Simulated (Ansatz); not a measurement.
# the Sr-Cd system: a small convex hull

Program: the Python package of Ansatz (0.2.0).

Interactive session:
```pycon
>>> from collections import Counter
>>> import csv
>>> import warnings
>>> import ansatz as az
>>> import numpy as np
>>> PHASES = {
...     "SrCd3 Fm-3m": (
...         [(0.0, 3.718761, 3.718761), (3.718761, 0.0, 3.718761), (3.718761, 3.718761, 0.0)],
...         [
...             ("Sr", (0.0, 0.0, 0.0)),
...             ("Cd", (0.25, 0.25, 0.25)),
...             ("Cd", (0.75, 0.75, 0.75)),
...             ("Cd", (0.5, 0.5, 0.5)),
...         ],
...     ),
...     "SrCd Pm-3m": (
...         [(4.003, 0.0, 0.0), (0.0, 4.003, 0.0), (0.0, 0.0, 4.003)],
...         [
...             ("Sr", (0.5, 0.5, 0.5)),
...             ("Cd", (0.0, 0.0, 0.0)),
...         ],
...     ),
...     "Sr": (
...         [(0.0, 3.04235, 3.04235), (3.04235, 0.0, 3.04235), (3.04235, 3.04235, 0.0)],
...         [
...             ("Sr", (0.0, 0.0, 0.0)),
...         ],
...     ),
...     "Cd": (
...         [(2.97887, 0.0, 0.0), (-1.489435, 2.579777, 0.0), (0.0, 0.0, 5.61765)],
...         [
...             ("Cd", (1 / 3, 2 / 3, 0.25)),
...             ("Cd", (2 / 3, 1 / 3, 0.75)),
...         ],
...     ),
... }
>>> def build(vectors, sites):
...     crystal = az.Crystal(lattice=az.Lattice.of(vectors))
...     for symbol, position in sites:
...         crystal = crystal.atom(symbol, position)
...     return crystal
...
>>> def solve(name, crystal):
...     calc = (
...         crystal.calculation()
...         .functional("lda")
...         .basis(460)
...         .kpoints(spacing=0.39)
...         .occupations("fermi_dirac", width=0.05)
...     )
...     calc = calc.relax(force_tolerance=0.02, cell=True)
...     return calc.run(threads=1)
...
>>> def counts(outcome):
...     return Counter(site.symbol for site in outcome.lattice.sites)
...
>>> def formation_energy(outcome, mu):
...     n = counts(outcome)
...     return (outcome.report["energy_sigma0_ev"] - sum(k * mu[element] for element, k in n.items())) / sum(n.values())
...
>>> warnings.simplefilter("ignore")
>>> phases = {name: build(*cell) for name, cell in PHASES.items()}
>>> done = {name: solve(name, crystal) for name, crystal in phases.items()}
>>> references = {"Sr": "Sr", "Cd": "Cd"}
>>> mu = {element: done[name].report["energy_sigma0_ev"] / len(done[name].lattice.sites) for element, name in references.items()}
>>> points = sorted((counts(o)["Cd"] / len(o.lattice.sites), formation_energy(o, mu), name) for name, o in done.items())
>>> hull = []
>>> for x, e, _ in points:
...     while len(hull) > 1 and (hull[-1][0] - hull[-2][0]) * (e - hull[-2][1]) - (hull[-1][1] - hull[-2][1]) * (x - hull[-2][0]) <= 0:
...         hull.pop()
...     hull.append((x, e))
...
(0.75, -0.16152029120439693)
>>> rows = [(name, x, e, e - np.interp(x, *zip(*hull))) for x, e, name in points]
>>> with open("hull.csv", "w", newline="") as handle:
...     writer = csv.writer(handle)
...     writer.writerow(["phase", "x(Cd)", "E_form (eV/atom)", "above hull (eV/atom)"])
...     writer.writerows([round(v, 4) if isinstance(v, float) else v for v in row] for row in rows)
...
51
>>> print(open("hull.csv").read())
phase,x(Cd),E_form (eV/atom),above hull (eV/atom)
Sr,0.0,0.0,0.0
SrCd Pm-3m,0.5,-0.3425,0.0
SrCd3 Fm-3m,0.75,-0.1615,0.0097
Cd,1.0,0.0,0.0
>>> print("on the hull of these phases:", ", ".join(row[0] for row in rows if row[3] < 1e-6))
on the hull of these phases: Sr, SrCd Pm-3m, Cd
```

These settings explore the input space; cutoff and mesh may be short of convergence. For the metals among these phases the mesh is modest: differences between phases can be off by up to 40 meV an atom. The cells come from databases of deposited and of computed structures, and not all need be stable phases. Differences under about 40 meV an atom lie within the error of mesh and functional, so such verdicts may flip; only the cells listed enter the hull. It ran for 20 s on 1 thread of Arm Neoverse V2, on a shared host, peak memory 0.42 GiB.
